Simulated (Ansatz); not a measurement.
# Hf: how the settings move a single-point run

Question: which choices in the input matter for Hf?

Method: reference: DFT, r2SCAN, PAW with Ansatz's default frozen-core files, scalar-relativistic, in Ansatz 0.2.0.

### Step 1. The system as given

Symmetry: P6_3/mmc, No. 194, hexagonal system. Conventional cell: a = 3.171 Å, b = 3.171 Å, c = 5.011 Å, α = 90.00°, β = 90.00°, γ = 120.00°. Around Hf (site symmetry -6m2) lie 12 Hf at 3.10 to 3.17 Å.

As a file:

```
Hf
1.0
     3.17096    0.00000    0.00000
    -1.58548    2.74613    0.00000
     0.00000    0.00000    5.01118
Hf
2
Direct
  0.33333 0.66667 0.25000
  0.66667 0.33333 0.75000
```

### Step 2. Reference

input.yaml

```yaml
crystal:
  lattice:
    - [3.1709585857, 0.0, 0.0]
    - [-1.5854792928, 2.7461306896, 0.0]
    - [0.0, 0.0, 5.0111812799]
  atoms:
    - { symbol: Hf, position: [0.3333333333, 0.6666666667, 0.25] }
    - { symbol: Hf, position: [0.6666666667, 0.3333333333, 0.75] }
kpoints:
  mp_grid: { grid: [12, 12, 7] }
scf:
  occupations: { method: fermi_dirac, width: 0.05 }
hamiltonian:
  xc: r2scan
  pseudopotentials: { kind: paw }
output:
  forces: true
  stress: true
  eigenvalues: true
  efg: { contact_densities: true }
  write_density: true
  write_potential: true
  elf: true
  volumetric_format: npy
```

Launch:

```console
$ ansatz run input.yaml --threads 1 --pin off --max-ram 2048MiB --backend cpu --events-out ev --progress --plain --runs-dir out
```

### Step 3. Changing settings: n_extra_bands 8

input.yaml: that of step 2 with these lines changed.

```diff
@@ -12,2 +12,3 @@
   occupations: { method: fermi_dirac, width: 0.05 }
+  n_extra_bands: 8
 hamiltonian:
@@ -20,5 +21 @@
   efg: { contact_densities: true }
-  write_density: true
-  write_potential: true
-  elf: true
-  volumetric_format: npy
```

What does the calculation give? Wanted: for each run, ending; energy change; pressure; gap; force.

As calculated:

```tsv
run	ending	energy change	pressure (GPa)	gap (eV)	force (eV/Å)	cycles	time
reference	converged	0	2.8	0.00	0.00	7	20 s
1: n_extra_bands 8	converged	0.0 meV/atom	2.8	0.00	0.00	7	16 s
```

Times don't compare one to one where runs were asked for different outputs or read a saved state (see the inputs); cycles may leave out searches for a lower state.

Residual by cycle in the longest SCF loop of each run; runs are numbered as in the table. The quantity is the density residual dr2, in eV.

```tsv
cycle	reference	run 1
1	0.0189	0.0189
2	0.00503	0.00503
3	0.00328	0.00328
4	7.3e-5	7.2e-5
5	1.4e-5	1.4e-5
6	2.1e-7	2.1e-7
7	5.9e-8	5.6e-8
```

What this shows: Energy and cycle count are those of the reference, so the change (band count) left the result and the number of cycles as they were.
